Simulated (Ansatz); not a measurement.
**Cd (Cadmium): how the settings move a relaxation**

Aim: see which settings change the result for Cd (Cadmium), by how much, and at what cost.

Method: reference: DFT, PBEsol, PAW with Ansatz's default frozen-core files, scalar-relativistic; relaxation of cell and atoms, in Ansatz 0.2.0.

3 further runs of the same task are left out: 3 that didn't finish. Runs told in other sessions of the task aren't counted.

## 1. The system as given

Symmetry: P6_3/mmc, No. 194, hexagonal system. The conventional cell has a = 2.979 Å, b = 2.979 Å, c = 5.618 Å, α = 90.00°, β = 90.00°, γ = 120.00°. Cd (site symmetry -6m2) has 12 Cd at 2.98 to 3.29 Å in its first shell of neighbours.

Structure file:

```cif
data_structure
_symmetry_space_group_name_H-M 'P 1'
_symmetry_Int_Tables_number 1
_cell_length_a 2.9789
_cell_length_b 2.9789
_cell_length_c 5.6177
_cell_angle_alpha 90.000
_cell_angle_beta 90.000
_cell_angle_gamma 120.000
_cell_volume 43.17
loop_
_atom_site_label
_atom_site_type_symbol
_atom_site_fract_x
_atom_site_fract_y
_atom_site_fract_z
_atom_site_occupancy
Cd1 Cd 0.33333 0.66667 0.25000 1
Cd2 Cd 0.66667 0.33333 0.75000 1
```

## 2. Reference

Input file input.yaml:

```yaml
crystal:
  lattice:
    - [2.97887000001, 0.0, 0.0]
    - [-1.48943500001, 2.57977709458, 0.0]
    - [0.0, 0.0, 5.61765]
  atoms:
    - { symbol: Cd, position: [0.333333333333, 0.666666666667, 0.25] }
    - { symbol: Cd, position: [0.666666666667, 0.333333333333, 0.75] }
kpoints:
  mp_grid: { grid: [14, 14, 8] }
scf:
  occupations: { method: fermi_dirac, width: 0.08 }
hamiltonian:
  xc: pbesol
  pseudopotentials: { kind: paw }
relax:
  f_tol: 0.002
  max_steps: 80
  cell: {}
output:
  forces: true
  stress: true
```

Run with:

```sh
ansatz run input.yaml --threads 1 --pin off --max-ram 3072MiB --backend cpu --events-out ev --progress --plain --runs-dir out
```

## 3. Changing settings: occupations.method cold, occupations.width 0.001, xc rpbe

Changes to input.yaml since step 2:

```diff
@@ -11,5 +11,5 @@
 scf:
-  occupations: { method: fermi_dirac, width: 0.08 }
+  occupations: { method: cold, width: 0.001 }
 hamiltonian:
-  xc: pbesol
+  xc: rpbe
   pseudopotentials: { kind: paw }
@@ -22 +22,5 @@
   stress: true
+  write_density: true
+  write_potential: true
+  elf: true
+  volumetric_format: npy
```

Before running it: what results should come out? Wanted: for each run, ending; energy change; pressure; gap; force.

The runs gave:

| run | ending | energy change | pressure (GPa) | gap (eV) | force (eV/Å) | cycles | time |
| --- | --- | --- | --- | --- | --- | --- | --- |
| reference | converged | - | 0.0 | 0.00 | 0.00 | 28 | 27 s |
| 1: occupations.method cold, occupations.width 0.001, xc rpbe | converged | not comparable | 0.0 | 0.00 | 0.00 | 25 | 27 s |

Times don't compare one to one where runs were asked for different outputs or read a saved state (see the inputs); cycles may leave out searches for a lower state.

What this shows: A change of functional puts the total energy on another scale; the final volume goes from 41.59 to 48.46 Å³. The smearing changed too.
